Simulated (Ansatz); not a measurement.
## RuAu: band structure with PBEsol

RuAu:

```xyz
2
Lattice="3.1648 0.0000 0.0000 0.0000 3.1648 0.0000 0.0000 0.0000 3.1648" Properties=species:S:1:pos:R:3 pbc="T T T"
Ru    0.0000    0.0000    0.0000
Au    1.5824    1.5824    1.5824
```

The cell was built by a generator and needn't be a form met in nature.

```yaml
Program: Ansatz 0.2.0
Task: band structure
Functional: PBEsol
Potentials_or_basis: Ansatz PAW
Cutoff: "420 eV (not typed: the program's choice for these potentials)"
k_mesh: 8 × 8 × 8
Occupations: fermi-dirac, width 0.05 eV
Spin: no spin polarisation
Path: "[[\"G\", \"X\", \"M\", \"G\", \"R\", \"X\"], [\"M\", \"R\"]]"
Points_for_each_segment_of_the_path: 14
```

| Quantity | Value |
| --- | --- |
| Pressure | -8.8 GPa |
| Band gap on the k mesh | none (metal or under the smearing width) |

Levels at the corners of the path, in eV from the Fermi level:
| point | band 14 | band 15 | band 16 | band 17 | band 18 | band 19 | band 20 | band 21 |
| --- | --- | --- | --- | --- | --- | --- | --- | --- |
| Γ | -4.29 | -1.13 | -1.13 | 0.54 | 0.54 | 0.54 | 7.54 | 7.54 |
| X | -3.61 | -2.86 | -1.73 | -1.70 | -1.70 | -0.50 | 1.40 | 14.12 |
| M | -2.30 | -0.77 | 0.15 | 0.15 | 0.47 | 0.81 | 0.81 | 5.60 |
| Γ | -4.29 | -1.13 | -1.13 | 0.54 | 0.54 | 0.54 | 7.54 | 7.54 |
| R | -3.55 | -2.69 | -2.69 | 0.54 | 0.54 | 3.35 | 8.49 | 8.83 |
| X | -3.61 | -2.86 | -1.73 | -1.70 | -1.70 | -0.50 | 1.40 | 14.12 |
| M | -2.30 | -0.77 | 0.15 | 0.15 | 0.47 | 0.81 | 0.81 | 5.60 |
| R | -3.55 | -2.69 | -2.69 | 0.54 | 0.54 | 3.35 | 8.49 | 8.83 |

Run time: 1.2 s on 2 threads of Intel(R) Xeon(R) 6975P-C (Granite Rapids), with other jobs on the host, peak memory 0.34 GiB.

Caveat: spin-orbit coupling is left out, which moves the levels of the heavy elements; the PAW data sets come from PBE, with cores solved anew for the run's functional, which leaves a small shift of forces and pressure.
